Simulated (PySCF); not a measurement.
# AlNH4O2 (SMILES [NH2][Al]([OH])[OH]): levels of theory compared

We compute a comparison of 4 runs (B3LYP/6-31G*, PBE0/pcseg-2, CCSD/3-21G) of AlNH4O2. The job is set up through a Python script.

The results are computed with PySCF 2.14.0.

### 1 The molecule

The species is AlNH4O2 (8 atoms), meant as a singlet with charge 0. As SMILES, `[NH2][Al]([OH])[OH]`. Geometry: relaxed at PBE0-D4/def2-TZVP. This is one conformer, not always the lowest.

Bond lengths: N1–Al2 1.760 Å, Al2–O3 1.695 Å, Al2–O4 1.692 Å, N1–H5 1.005 Å, N1–H6 1.006 Å, O3–H7 0.954 Å, O4–H8 0.955 Å. Angles: N1–Al2–O3 123.6°, N1–Al2–O4 117.6°, O3–Al2–O4 118.8°, Al2–N1–H5 126.0°, Al2–N1–H6 123.5°, Al2–O3–H7 124.8°, Al2–O4–H8 122.2°, H5–N1–H6 110.5°.

### 2 Energy and forces at B3LYP/6-31G(d) (spherical functions) (run 1)

start.xyz reads:

```xyz
8
AlH4NO2
N     -0.453400     1.370900     0.159000
Al     0.021900    -0.314300    -0.015200
O      1.569400    -0.806100    -0.500900
O     -1.140100    -1.496100     0.324200
H      0.132800     2.170000    -0.009000
H     -1.372600     1.662000     0.447700
H      2.287000    -0.213800    -0.712700
H     -0.952800    -2.429800     0.251200
```

job.py reads:

```python
import pyscf.grad
from pyscf import gto, dft

mol = gto.M(
    atom='start.xyz',
    max_memory=1860,
    basis='6-31g*',
    spin=0,
    verbose=3,
    charge=0,
)

mf = dft.RKS(mol, xc='b3lyp')
mf.conv_tol = 1e-10
mf.grids.level = 5
mf.kernel()
if not mf.converged:
    mf = mf.newton().run(mf.mo_coeff, mf.mo_occ)

e_final = mf.e_tot
print('E(%s) = %.9f' % ('B3LYP', e_final))
grad = mf.Gradients().kernel()
dip = mf.dip_moment()
pop, q = mf.mulliken_pop()
```

Command:

```bash
$ OMP_NUM_THREADS=1 python job.py
```

Standard output:

```text
converged SCF energy = -450.161013412723
[... 9 lines left out ...]
Dipole moment(X, Y, Z, Debye):  1.05347,  1.42287, -0.30164
[... 77 lines left out ...]
charge of    7H =      0.41995
```

Run time: 17 s. Hardware: 1 thread of Arm Neoverse V2, shared host; peak memory 0.67 GiB.

### 3 Energy and gradient at B3LYP/6-31G(d) (Cartesian functions) (run 2)

geometry.xyz reads:

```xyz
8
AlH4NO2
N     -0.453400     1.370900     0.159000
Al     0.021900    -0.314300    -0.015200
O      1.569400    -0.806100    -0.500900
O     -1.140100    -1.496100     0.324200
H      0.132800     2.170000    -0.009000
H     -1.372600     1.662000     0.447700
H      2.287000    -0.213800    -0.712700
H     -0.952800    -2.429800     0.251200
```

calc.py reads:

```python
# [NH2][Al]([OH])[OH]
import pyscf.grad
from pyscf import gto, dft

system = gto.M(
    atom='geometry.xyz',
    verbose=4,
    max_memory=1860,
    basis='6-31g*',
    cart=True,
    charge=0,
)

mf = dft.RKS(system, xc='b3lyp')
mf.grids.level = 5
mf.conv_tol = 1e-10
mf.kernel()
if not mf.converged:
    mf = mf.newton().run(mf.mo_coeff, mf.mo_occ)

e_final = mf.e_tot
print('E = %.10f Eh' % e_final)
grad = mf.Gradients().kernel()
mf.analyze()
```

Command:

```bash
$ OMP_NUM_THREADS=1 python calc.py
```

Standard output:

```text
PySCF version 2.14.0

[... 101 lines left out ...]
MO #2   energy= -19.1229967348378  occ= 2
[... 9 lines left out ...]
MO #12  energy= -0.501417394825323 occ= 2
[... 9 lines left out ...]
MO #22  energy= 0.0488344631382196 occ= 0
[... 9 lines left out ...]
MO #32  energy= 0.365530004337001  occ= 0
[... 9 lines left out ...]
MO #42  energy= 0.953399083590593  occ= 0
[... 9 lines left out ...]
MO #52  energy= 1.39058533557846   occ= 0
[... 9 lines left out ...]
MO #62  energy= 2.02657682054598   occ= 0
[... 9 lines left out ...]
MO #72  energy= 3.73657752776521   occ= 0
[... 83 lines left out ...]
Dipole moment(X, Y, Z, Debye):  1.05831,  1.42600, -0.30308
```

It took 19 s on 1 thread of Arm Neoverse V2, shared host; peak memory 0.71 GiB.

### 4 Energy and forces at PBE0/pcseg-2 (run 3)

job.py reads:

```python
# [NH2][Al]([OH])[OH]
import pyscf.grad
from pyscf import gto, dft

mol = gto.M(
    atom='''
N     -0.453400     1.370900     0.159000
Al     0.021900    -0.314300    -0.015200
O      1.569400    -0.806100    -0.500900
O     -1.140100    -1.496100     0.324200
H      0.132800     2.170000    -0.009000
H     -1.372600     1.662000     0.447700
H      2.287000    -0.213800    -0.712700
H     -0.952800    -2.429800     0.251200
''',
    verbose=4,
    charge=0,
    basis='pcseg-2',
    spin=0,
    max_memory=1860,
)

mf = dft.RKS(mol)
mf.xc = 'pbe0'
mf.grids.level = 5
mf.conv_tol = 1e-10
mf.kernel()
if not mf.converged:
    mf = mf.newton().run(mf.mo_coeff, mf.mo_occ)

etot = mf.e_tot
print(f'total energy: {etot:.8f} hartree')
grad = mf.Gradients().kernel()
mf.analyze()
```

Command:

```bash
$ OMP_NUM_THREADS=1 python job.py
```

Standard output:

```text
PySCF version 2.14.0

[... 101 lines left out ...]
MO #4   energy= -14.3471423386187  occ= 2
[... 21 lines left out ...]
MO #26  energy= 0.0906523423947565 occ= 0
[... 21 lines left out ...]
MO #48  energy= 0.580557362878915  occ= 0
[... 21 lines left out ...]
MO #70  energy= 1.37426078610743   occ= 0
[... 21 lines left out ...]
MO #92  energy= 2.15412636624647   occ= 0
[... 21 lines left out ...]
MO #114 energy= 3.66650309703888   occ= 0
[... 21 lines left out ...]
MO #136 energy= 4.48056204847165   occ= 0
[... 21 lines left out ...]
MO #158 energy= 5.79435156001886   occ= 0
[... 21 lines left out ...]
MO #180 energy= 12.0240606501805   occ= 0
[... 191 lines left out ...]
Dipole moment(X, Y, Z, Debye):  1.01099,  1.37235, -0.28938
```

Run time: 1.7 min. Hardware: 1 thread of Arm Neoverse V2, shared host; peak memory 2.5 GiB.

### 5 The energy at CCSD/3-21G (run 4)

run.py reads:

```python
# [NH2][Al]([OH])[OH]
from pyscf import gto, cc

system = gto.Mole()
system.atom = '''
N     -0.856802     2.590626     0.300466
Al     0.041385    -0.593941    -0.028724
O      2.965736    -1.523308    -0.946564
O     -2.154477    -2.827219     0.612649
H      0.250956     4.100706    -0.017008
H     -2.593838     3.140725     0.846030
H      4.321804    -0.404023    -1.346808
H     -1.800531    -4.591657     0.474699
'''
system.basis = '3-21g'
system.unit = 'bohr'
system.verbose = 3
system.max_memory = 1860
system.build()

myscf = system.RHF()
myscf.conv_tol = 1e-10
myscf.kernel()
if not myscf.converged:
    myscf = myscf.newton().run(myscf.mo_coeff, myscf.mo_occ)

mycc = cc.CCSD(myscf, frozen=8)
mycc.kernel()
e_tot = mycc.e_tot
print('E(%s) = %.9f' % ('CCSD', e_tot))
myscf.analyze()
```

Command:

```bash
$ OMP_NUM_THREADS=1 python run.py
```

Standard output:

```text
converged SCF energy = -446.113266950209
E(CCSD) = -446.4991397556959  E_corr = -0.3858728054872214
E(CCSD) = -446.499139756
**** MO energy ****
MO #1   energy= -58.0567185503685  occ= 2
MO #2   energy= -20.4078547494581  occ= 2
MO #3   energy= -20.3976081132347  occ= 2
MO #4   energy= -15.4276827660213  occ= 2
MO #5   energy= -4.86066174376758  occ= 2
MO #6   energy= -3.16695123305719  occ= 2
MO #7   energy= -3.16569166078501  occ= 2
MO #8   energy= -3.16504439684194  occ= 2
MO #9   energy= -1.28511283237355  occ= 2
MO #10  energy= -1.26992315082366  occ= 2
MO #11  energy= -1.08861620706803  occ= 2
MO #12  energy= -0.667782680959768 occ= 2
MO #13  energy= -0.638487624368583 occ= 2
MO #14  energy= -0.616630552566272 occ= 2
MO #15  energy= -0.554013703974931 occ= 2
MO #16  energy= -0.487259746923836 occ= 2
MO #17  energy= -0.477828160107906 occ= 2
MO #18  energy= -0.475285244094226 occ= 2
MO #19  energy= -0.453689798526718 occ= 2
MO #20  energy= -0.383434019944506 occ= 2
MO #21  energy= 0.138048417812197  occ= 0
MO #22  energy= 0.157866139846425  occ= 0
MO #23  energy= 0.209543863624844  occ= 0
MO #24  energy= 0.234459774918544  occ= 0
MO #25  energy= 0.340498631213804  occ= 0
MO #26  energy= 0.356879612678348  occ= 0
MO #27  energy= 0.363576586520249  occ= 0
MO #28  energy= 0.389057646041247  occ= 0
MO #29  energy= 0.391804539288081  occ= 0
MO #30  energy= 0.479530346753818  occ= 0
MO #31  energy= 0.606797158339529  occ= 0
MO #32  energy= 0.618567993492696  occ= 0
MO #33  energy= 1.28923415423718   occ= 0
MO #34  energy= 1.30418360819687   occ= 0
MO #35  energy= 1.33544407472156   occ= 0
MO #36  energy= 1.36890979290862   occ= 0
MO #37  energy= 1.43589275186093   occ= 0
MO #38  energy= 1.63877288711716   occ= 0
MO #39  energy= 1.66045240402398   occ= 0
MO #40  energy= 1.79592136380983   occ= 0
MO #41  energy= 1.90765769125418   occ= 0
MO #42  energy= 1.9155720945689    occ= 0
MO #43  energy= 1.96943578710369   occ= 0
MO #44  energy= 2.16921527070535   occ= 0
MO #45  energy= 2.2072017390427    occ= 0
MO #46  energy= 2.62867907805905   occ= 0
MO #47  energy= 3.17321353204806   occ= 0
MO #48  energy= 3.19869070672587   occ= 0
 ** Mulliken atomic charges  **
charge of    0N =     -0.73893
charge of    1Al =      1.19104
charge of    2O =     -0.73190
charge of    3O =     -0.72664
charge of    4H =      0.19924
charge of    5H =      0.21221
charge of    6H =      0.29726
charge of    7H =      0.29772
Dipole moment(X, Y, Z, Debye):  1.41648,  1.67913, -0.40939
```

Wall time 1.8 s (1 thread of Arm Neoverse V2, shared host); peak memory 0.15 GiB.

### 6 Overview of the runs

```
run                               level  Cartesian functions      task  energy (Eh)  dipole moment (D) of the reference  HOMO energy (eV)  LUMO energy (eV)  wall time
  1  B3LYP/6-31G* (spherical functions)                   no  gradient  -450.161013                                1.80             -6.65             -0.12       17 s
  2  B3LYP/6-31G* (Cartesian functions)                  yes  gradient  -450.166925                                1.80             -6.65             -0.16       19 s
  3                        PBE0/pcseg-2                   no  gradient  -449.962106                                1.73             -7.42             -0.34    1.7 min
  4                          CCSD/3-21G                   no    energy  -446.499140                                2.23            -10.43              3.76      1.8 s
```

### 7 Outcome

| quantity | value |
| --- | --- |
| run 4: total energy | -446.49914 Eh |
| run 4: dipole moment (Hartree–Fock density) | 2.23 D |
| run 4: HOMO energy (Hartree–Fock orbitals) | -10.43 eV |
| run 4: LUMO energy (Hartree–Fock orbitals) | 3.76 eV |
| run 4: HOMO–LUMO gap (Hartree–Fock orbitals) | 14.19 eV |
| run 4: correlation energy (8 core orbitals frozen) | -385.9 mEh |
| run 4: T1 diagnostic | 0.015 |

What this shows: Over runs 1, 2, 3 the dipole moment (its size) runs from 1.73 D (PBE0/pcseg-2) to 1.80 D (B3LYP/6-31G*). The two ends differ in method and basis. Over runs 1, 2, 3 the HOMO–LUMO gap runs from 6.49 eV (B3LYP/6-31G*) to 7.09 eV (PBE0/pcseg-2). Totals of different functionals can't be ranked against each other. All runs together took 2.4 min, the longest 1.7 min.
